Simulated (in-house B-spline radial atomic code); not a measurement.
# Tm⁸⁺: excited configurations

Wanted: excitation energies of Tm⁸⁺ as differences of total energies (ΔSCF).

The numbers are computed with in-house B-spline radial atomic code version 1 (Dirac-Hartree-Fock, average of configuration, Fermi nucleus, basis-set limit), except any that are marked as measured or tabulated.

## Step 1: The system

* element: thulium (Z = 69)
* charge: +8
* electrons: 61
* configuration: [Kr] 4d10 4f11 5s2 5p2
* Hamiltonian: Dirac-Coulomb
* nucleus: Fermi, rms radius 5.226 fm

The outer shells:

[Kr] 4d10 4f11 5s2 5p2
```
[Kr] core
4d [↑↓][↑↓][↑↓][↑↓][↑↓]
4f [↑↓][↑↓][↑↓][↑↓][↑ ][↑ ][↑ ]
5s [↑↓]
5p [↑ ][↑ ][  ]
```

The boxes draw the filling by Hund's rule, which heavy ions in jj coupling don't follow; these runs average over all states of the configuration.

Settings of the run:

```ini
Z = 69
electrons = 61.0
configuration = [Kr] 4d10 4f11 5s2 5p2
hamiltonian = dirac
method = hf
spin_polarised = False
nucleus = fermi
rms_radius = 5.2256
mass_number = 169
atomic_mass = 168.934218956
speed_of_light = 137.035999084
```

From the earlier run of the reference: total energy -13556.197678 hartree. Levels, eight at most:

```
orbital  occupation  energy (eV)  <r> (bohr)
  4p3/2           4      -484.60      0.5361
  4d3/2           4      -335.76      0.5607
  4d5/2           6      -326.78      0.5715
  5s1/2           2      -177.28       1.141
  5p1/2    0.666667      -151.53       1.224
  4f5/2     4.71429      -145.86      0.6639
  4f7/2     6.28571      -144.44      0.6713
  5p3/2     1.33333      -143.31       1.287
```

## Step 2: [Kr] 4d9 4f11 5s2 5p2 6d1

Settings of the run:

```ini
Z = 69
electrons = 61.0
configuration = [Kr] 4d9 4f11 5s2 5p2 6d1
hamiltonian = dirac
method = hf
spin_polarised = False
nucleus = fermi
rms_radius = 5.2256
mass_number = 169
atomic_mass = 168.934218956
speed_of_light = 137.035999084
```

## Step 3: [Kr] 4d10 4f10 5s2 5p2 6p1

Changes to the settings of step 2:

```diff
@@ -2,3 +2,3 @@
 electrons = 61.0
-configuration = [Kr] 4d9 4f11 5s2 5p2 6d1
+configuration = [Kr] 4d10 4f10 5s2 5p2 6p1
 hamiltonian = dirac
```

## Step 4: Configuration [Kr] 4d9 4f11 5s2 5p2 9f1

Changes to the settings of step 3:

```diff
@@ -2,3 +2,3 @@
 electrons = 61.0
-configuration = [Kr] 4d10 4f10 5s2 5p2 6p1
+configuration = [Kr] 4d9 4f11 5s2 5p2 9f1
 hamiltonian = dirac
```

## Step 5: Run with [Kr] 4d10 4f10 5s2 5p2 9f1

Changes to the settings of step 4:

```diff
@@ -2,3 +2,3 @@
 electrons = 61.0
-configuration = [Kr] 4d9 4f11 5s2 5p2 9f1
+configuration = [Kr] 4d10 4f10 5s2 5p2 9f1
 hamiltonian = dirac
```

## Step 6: [Kr] 4d9 4f11 5s2 5p2 6f1

Changes to the settings of step 5:

```diff
@@ -2,3 +2,3 @@
 electrons = 61.0
-configuration = [Kr] 4d10 4f10 5s2 5p2 9f1
+configuration = [Kr] 4d9 4f11 5s2 5p2 6f1
 hamiltonian = dirac
```

## Step 7: [Kr] 4d10 4f11 5s2 5p1 5f1

Changes to the settings of step 6:

```diff
@@ -2,3 +2,3 @@
 electrons = 61.0
-configuration = [Kr] 4d9 4f11 5s2 5p2 6f1
+configuration = [Kr] 4d10 4f11 5s2 5p1 5f1
 hamiltonian = dirac
```

How far above the reference does each configuration lie (order and size, in eV)?

The runs gave:

| net move | configuration | energy above the reference (eV) | with Breit, QED, recoil (eV) | largest <r> (bohr) |
| --- | --- | --- | --- | --- |
| 4f → 6p | [Kr] 4d10 4f10 5s2 5p2 6p1 | 65.846 | 66.016 | 2.48 |
| 5p → 5f | [Kr] 4d10 4f11 5s2 5p1 5f1 | 80.894 | 80.735 | 2.20 |
| 4f → 9f | [Kr] 4d10 4f10 5s2 5p2 9f1 | 123.82 | 123.94 | 10.4 |
| 4d → 6d | [Kr] 4d9 4f11 5s2 5p2 6d1 | 265.84 | 265.65 | 2.89 |
| 4d → 6f | [Kr] 4d9 4f11 5s2 5p2 6f1 | 282.38 | 282.18 | 3.73 |
| 4d → 9f | [Kr] 4d9 4f11 5s2 5p2 9f1 | 307.77 | 307.57 | 10.4 |

Quantum defects of the promoted electron, δ = n − ζ/√(−2ε) with ζ = 9 and ε its orbital energy in hartree:

| promotion | δ |
| --- | --- |
| 4f → 6p | 2.157 |
| 4f → 9f | 0.862 |
| 4d → 6d | 1.663 |
| 4d → 6f | 0.881 |
| 4d → 9f | 0.865 |

The energies run from 65.846 eV (4f → 6p) to 307.77 eV (4d → 9f). Koopmans' estimate of the ionisation threshold is 143.31 eV; 3 configurations exceed it by over 2 % and could autoionise. Of those tabulated, the defect is largest for 6p (2.16) and least for 9f (0.86): low angular momentum penetrates the core, high angular momentum stays outside it. Two partly filled shells share a symmetry and can mix in the average, which may lower the energy, for: 4f → 6p; 5p → 5f; 4f → 9f; 4d → 6d; 4d → 6f; 4d → 9f. These are averages over configurations, without correlation, not spectroscopic levels.
